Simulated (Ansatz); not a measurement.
**VAu in Ansatz: the effect of target pressure**

The system is VAu.

```
CELL_PARAMETERS angstrom
1.41040 0.81430 4.61109
-1.41040 0.81430 4.61109
0.00000 -1.62859 4.61109
ATOMIC_POSITIONS crystal
Au 0.00000 0.00000 0.00000
V 0.50000 0.50000 0.50000
```

The cell comes from a database or a generator and needn't be the stable form of this composition.

Alike in all runs:

```yaml
Program: Ansatz 0.2.0
Task: relaxation of cell and atoms
Functional: r2SCAN
Potentials_or_basis: Ansatz PAW
Cutoff: "500 eV (not typed: the program's choice for these potentials)"
k_mesh: 11 × 11 × 11
Occupations: fermi-dirac, width 0.05 eV
Spin: collinear spin, ferromagnetic start
Starting_moments: "[0.0, 2.0] μB"
```

Each run relaxes the cell or the atoms first.

Task: One run gave: relaxed volume 13.66 Å³/atom; moment 0.00 μB. Which target pressure did it use?
A. 20 GPa
B. 5 GPa
C. 30 GPa
D. 2 GPa
E. 0 GPa

Result: C.

```tsv
target pressure	relaxed volume (Å³/atom)	moment (μB)
0 GPa	16.35	2.16
2 GPa	16.14	2.15
5 GPa	15.85	2.14
10 GPa	15.42	2.11
20 GPa	14.12	0.00
30 GPa	13.66	0.00
```

Caveats: the magnetic or orbital state may not be the lowest; the plane-wave basis is chosen anew once the cell has moved, so the energies of steps on either side of that aren't comparable; the PAW data sets come from PBE, with cores solved anew for the run's functional, which leaves a small shift of forces and pressure; the starting moments weren't kept (some runs).
